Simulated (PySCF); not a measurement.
**The bond of GePb, level by level**

One job finds the state of GePb, follows it along the bond with each method and fits the curves.

The runs use PySCF 2.14.0; Ge cc-pVDZ-PP with ECP10, Pb cc-pVDZ-PP with ECP60, scalar-relativistic core potentials.

## (1) Input

A driver script around PySCF takes these settings:

* atoms: Ge, Pb
* charge: 0
* basis: Ge cc-pVDZ-PP with ECP10, Pb cc-pVDZ-PP with ECP60
* Hamiltonian: scalar-relativistic core potentials
* basis functions: 46
* electrons treated: 44
* masses in u: 73.9212, 207.9766
* levels: PBE0, PBE, r²SCAN, BP86, LDA, B2PLYP, HF, MP2, SCS-MP2, CCSD, CCSD(T)
* grid: 80 radial by 434 angular points
* occupations: held fixed by the projection of orbital angular momentum
* dissociation limit: Ge + Pb, each in its ground configuration
* starting distance in angstrom: 2.555
* values of 2S to try: 0, 2, 4

Further steps of the session: First curve: PBE0; Excited determinants; PBE (GGA); r²SCAN (meta-GGA); BP86; LDA; B2PLYP; UHF; Correlated methods on the Hartree–Fock reference.

Q: Predict the outcome of this session. Wanted: for each run, Re; ωe; De; μ.

The runs gave:

Lowest PBE0 solution found, without spin–orbit coupling: ³Σ⁻ (triplet), unpaired electrons π ↑↑. State 2 has its PBE0 minimum 0.20 eV higher, as a spin-mixed determinant (⟨S²⟩ = 1.00), so this is no gap between pure states. State 3 has its PBE0 minimum 0.28 eV higher. State 4 has its PBE0 minimum 0.49 eV higher, as a spin-mixed determinant (⟨S²⟩ = 1.01), so this is no gap between pure states. The other levels ran on the lowest alone.

| level | Re (Å) | ωe (cm⁻¹) | De (eV) | μ (D) |
| --- | --- | --- | --- | --- |
| UHF | 2.613 | 233.4 | 0.72 | 1.39 |
| UHF-MP2 | 2.666 | 205.6 | 1.97 | n/a |
| UHF-SCS-MP2 | 2.657 | 210.6 | 1.73 | n/a |
| UHF-CCSD | 2.665 | 210.4 | 1.81 | n/a |
| UHF-CCSD(T) | 2.683 | 202.7 | 1.97 | n/a |
| LDA | 2.654 | 205.2 | 3.28 | 0.76 |
| PBE | 2.700 | 195.5 | 2.68 | 1.00 |
| BP86 | 2.702 | 194.1 | 2.69 | 0.91 |
| r²SCAN | 2.660 | 206.7 | 2.48 | 1.14 |
| PBE0 | 2.651 | 211.8 | 2.40 | 1.12 |
| B2PLYP | 2.680 | 200.6 | 2.28 | 1.10 |

De is counted to Ge + Pb in their ground configurations. A positive dipole means Ge(−)Pb(+).

What this shows: Bond lengths run from 2.613 Å (UHF) to 2.702 Å (BP86). Among the levels with a De in the table, it runs from 0.72 eV (UHF) to 3.28 eV (LDA).

Correlated steps freeze 8 core orbitals. Spin–orbit coupling is left out, which matters for elements this heavy, above all for dissociation energies. B2PLYP dipoles, levels and charges come from its SCF part alone. T1 is 0.011 near the minimum (highest on the curve 0.055), which may point to more than one leading configuration. At UHF the stretched side of the curve climbs above De, by a hump or because the determinant held fixed goes to a higher limit. With spin–orbit coupling the term label itself may not hold.
